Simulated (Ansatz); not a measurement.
# Tl (Thallium): properties at the relaxed cell

The task here is to estimate one member of a computed series from the others.

Computed with Ansatz 0.2.0 (DFT PBE+D3(BJ), scalar-relativistic, plane waves, PAW, unless a step's input says otherwise).

## The structure to begin with

The structure is hexagonal, space group P6_3/mmc (No. 194). Conventional cell: a = 3.535 Å, b = 3.535 Å, c = 5.473 Å, α = 90.00°, β = 90.00°, γ = 120.00°. Tl (site symmetry -6m2) is surrounded by 12 Tl at 3.41 to 3.53 Å.

Structure file:

```
CELL_PARAMETERS angstrom
3.53456 0.00000 0.00000
-1.76728 3.06102 0.00000
0.00000 0.00000 5.47338
ATOMIC_POSITIONS crystal
Tl 0.33333 0.66667 0.25000
Tl 0.66667 0.33333 0.75000
```

This cell was relaxed beforehand with the same method: volume 29.61 Å³/atom, gap on the mesh none (metal).

The first run:

input.yaml reads:

```yaml
crystal:
  lattice:
    - [3.534560167, 0.0, 0.0]
    - [-1.7672800835, 3.0610188959, 0.0]
    - [0.0, 0.0, 5.4733819209]
  atoms:
    - { symbol: Tl, position: [0.3333333333, 0.6666666667, 0.25] }
    - { symbol: Tl, position: [0.6666666667, 0.3333333333, 0.75] }
basis:
  ecutwfc: 420
kpoints:
  mp_grid: { grid: [15, 15, 8] }
  band_path:
    path:
      - [[0.0, 0.0, 0.0], [0.5, 0.0, 0.0], [0.33333333, 0.33333333, 0.0], [0.0, 0.0, 0.0], [0.0, 0.0, 0.5], [0.5, 0.0, 0.5], [0.33333333, 0.33333333, 0.5], [0.0, 0.0, 0.5]]
      - [[0.5, 0.0, 0.5], [0.5, 0.0, 0.0]]
      - [[0.33333333, 0.33333333, 0.5], [0.33333333, 0.33333333, 0.0]]
    npoints: 14
hamiltonian:
  xc: pbe
  dispersion: d3bj
scf:
  occupations: { method: gaussian, width: 0.1 }
  n_extra_bands: 6
output:
  forces: true
  stress: true
  eigenvalues: true
  populations: true
  dos: { projected: true, de: 0.02, nscf_kmesh: { grid: [23, 23, 12] } }
  bader: true
  write_density: true
  write_potential: true
  elf: true
  volumetric_format: npy
```

Launch:

```bash
$ ansatz run input.yaml --threads 1 --pin off --max-ram 2560MiB --backend cpu --events-out ev --progress --plain --runs-dir out
```

Steps of the session up to this table: Static run: bands, density of states and charges; Back to the database's cell; The cell scaled to 0.97 of its volume; The cell scaled to 1.03 of its volume; Point at V/V0 = 0.94; Point at V/V0 = 1.06; Point at V/V0 = 0.91; Point at V/V0 = 1.10; Volume × 0.88.

One of the session's tables, all rows but one given; the rest of the session is left out.

It belongs to the step «Fit of the equation of state». 

| volume (Å³/atom) | energy above the lowest point (meV/atom) | pressure (GPa) |
| --- | --- | --- |
| 26.056 | 56.1 | 5.77 |
| 26.944 | 29.5 | 3.88 |
| 27.833 | ? | ? |
| 28.721 | 2.9 | 1.08 |
| 29.609 | 0.0 | 0.01 |
| 30.498 | 2.5 | -0.88 |
| 31.386 | 9.5 | -1.61 |
| 32.570 | 24.5 | -2.39 |

Estimate the missing values for volume (Å³/atom) = 27.833.

Worked estimate for «energy above the lowest point (meV/atom)». A straight line through the neighbours (26.944, 29.5) and (28.721, 2.9) gives 29.5 + (2.9 − 29.5) × (27.833 − 26.944) / (28.721 − 26.944) = 16.2; a parabola fitted to 4 rows on both sides gives 12.2.

**Answer.** energy above the lowest point (meV/atom): 12.3; pressure (GPa): 2.33. In «energy above the lowest point (meV/atom)» the line misses by +3.9 and the parabola by -0.1.
